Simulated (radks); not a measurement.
# Nd⁴⁺ in [Xe] 4f2: an all-electron calculation

Wanted: eigenvalues, radial structure and energy terms of the neodymium ion Nd4+.

Program: radks (a radial shooting solver on a logarithmic mesh, Libxc functionals) version 1. Level of theory: scalar-relativistic Kohn-Sham, r2SCAN, spin-unpolarised, spherical densities, finite nucleus. These are calculated values, not measurements, unless marked.

## Step 1: What is computed

- element: neodymium (Z = 60)
- charge: +4
- electrons: 56
- configuration: [Xe] 4f2
- nuclear rms radius: 4.9123 fm

Outer shells as boxes (Hund's rule):

Nd⁴⁺
```
[Xe] core
4f [↑ ][↑ ][  ][  ][  ][  ][  ]
```

## Step 2: The run

Input:

```text
Z 60
configuration [Xe] 4f2 6s0 5d0 6p0 5f0
relativity scalar-relativistic
functional r2scan,r2scan
spin unpolarised
nucleus finite rms 4.9123 fm
c 137.035999084
```

What does the calculation give?

**Answer**, as computed:

```
                        quantity                value
                    total energy   -9621.6712 hartree
exchange-correlation share of it               2.30 %
                            −T/E               1.0643
          highest occupied level       4f, -49.204 eV
    most extended occupied level  5p, <r> = 1.58 bohr
 radius at density 0.001 e/bohr³            3.21 bohr
    maxima of the radial density                    4
         ionisation energy, NIST  60.0 (semi-emp.) eV
```

The radial density shows 4 maxima for 5 occupied principal shells; where shells overlap, one shows as a shoulder or not at all. Relativity lifts −T/E to 1.064. The top level binds by 49.204 eV, 82 % of the NIST ionisation energy of 60.0 eV; the potential of a semilocal functional falls off too fast, so its top eigenvalue is too shallow. Spin polarisation and multiplet splitting are left out. Spin-orbit splitting is averaged out at the scalar-relativistic level.
